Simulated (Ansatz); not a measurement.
# C2H7FOSi: one species, many methods

An exercise on one series of results from a longer session: the logs are not shown, and one member is left open.

Program: Ansatz 0.2.0, Gaussian basis. Level of theory: functionals in def2-TZVPP, the program's frozen cores in correlated methods. These are calculated values, not measurements.

The runs, in order: PBE-D4, r2SCAN-D4, PBE0-D4, B3LYP-D4, ωB97X-V, ωB97M-V, B2PLYP; CCSD(T)/def2-TZVPP; MP2/def2-QZVPP; extrapolation to the limit.

### Structure used throughout

All runs share one geometry, relaxed beforehand with PBE0-D4 in a triple-zeta def2 set.

SMILES `CO[SiH2]CF`, 12 atoms, charge 0, spin multiplicity 1.

Atoms are counted from 1 here; the program's logs count them from 0.

Bond lengths: C1–O2 1.412 Å, C1–H6 1.091 Å, C1–H7 1.096 Å, C1–H8 1.094 Å, O2–Si3 1.637 Å, Si3–C4 1.890 Å, Si3–H9 1.489 Å, Si3–H10 1.484 Å, C4–F5 1.396 Å, C4–H11 1.096 Å, C4–H12 1.097 Å. Angles: O2–C1–H6 108.1°, O2–C1–H7 111.5°, O2–C1–H8 111.2°, H6–C1–H7 108.6°, H6–C1–H8 108.9°, H7–C1–H8 108.5°, C1–O2–Si3 123.7°, O2–Si3–C4 112.1°, O2–Si3–H9 110.4°, O2–Si3–H10 106.9°, C4–Si3–H9 108.0°, C4–Si3–H10 108.0°, H9–Si3–H10 111.4°, Si3–C4–F5 110.3°, Si3–C4–H11 111.6°, Si3–C4–H12 111.2°, F5–C4–H11 107.9°, F5–C4–H12 108.1° and more.

The first run:

Contents of in.yaml:

```yaml
crystal:
  periodic: [false, false, false]
  atoms:
    - {symbol: C, position_ang: [-1.096460, -0.001346, 1.565954]}
    - {symbol: O, position_ang: [-0.240060, 0.908826, 0.909110]}
    - {symbol: Si, position_ang: [0.980615, 0.452861, -0.082199]}
    - {symbol: C, position_ang: [0.345150, -0.271941, -1.707788]}
    - {symbol: F, position_ang: [-0.352429, -1.457349, -1.468663]}
    - {symbol: H, position_ang: [-1.672416, 0.550889, 2.309998]}
    - {symbol: H, position_ang: [-0.529471, -0.787928, 2.076805]}
    - {symbol: H, position_ang: [-1.788010, -0.473578, 0.861922]}
    - {symbol: H, position_ang: [1.830243, -0.576554, 0.578767]}
    - {symbol: H, position_ang: [1.759246, 1.675679, -0.397811]}
    - {symbol: H, position_ang: [-0.332188, 0.420152, -2.220071]}
    - {symbol: H, position_ang: [1.172681, -0.495009, -2.391925]}
basis:
  gaussian: {orbitals: def2-TZVPP}
hamiltonian: {xc: pbe, dispersion: d4}
output: {forces: true, orbitals: {seedname: orbitals}}
```

Run with:

```
$ ansatz run in.yaml --threads 4 --pin off --events-out ev --progress --plain --max-ram 10444MiB
```

Steps of the session up to this table: PBE-D4 (GGA); r2SCAN-D4 (meta-GGA); PBE0-D4 (hybrid); B3LYP-D4 (hybrid); ωB97X-V (range-separated); ωB97M-V (range-separated); B2PLYP (double hybrid); CCSD(T) in def2-TZVPP; MP2 in def2-QZVPP.

One of the session's tables, all rows but one given; the rest of the session is left out.

| method | atomisation energy (eV) |
| --- | --- |
| PBE-D4 | 46.079 |
| r2SCAN-D4 | 45.492 |
| PBE0-D4 | 45.288 |
| B3LYP-D4 | 45.442 |
| ωB97X-V | 45.630 |
| ωB97M-V | 45.584 |
| B2PLYP | 44.988 |
| HF/def2-TZVPP | 33.382 |
| MP2/def2-TZVPP | 44.991 |
| CCSD/def2-TZVPP | 43.782 |
| CCSD(T)/def2-TZVPP | ? |
| MP2/CBS | 46.160 |
| CCSD(T)/CBS | 45.526 |

**Question.** Estimate the row for CCSD(T)/def2-TZVPP.

**Answer.** atomisation energy (eV): 44.358. In the column «atomisation energy (eV)» it lies between CCSD/def2-TZVPP (43.782) and B2PLYP (44.988).

To keep in mind: Free atoms (2 C, 1 O, 1 Si, 1 F, 7 H) were run apart at each level; the atomisation energy is their sum less the molecule, without zero-point or spin-orbit terms.
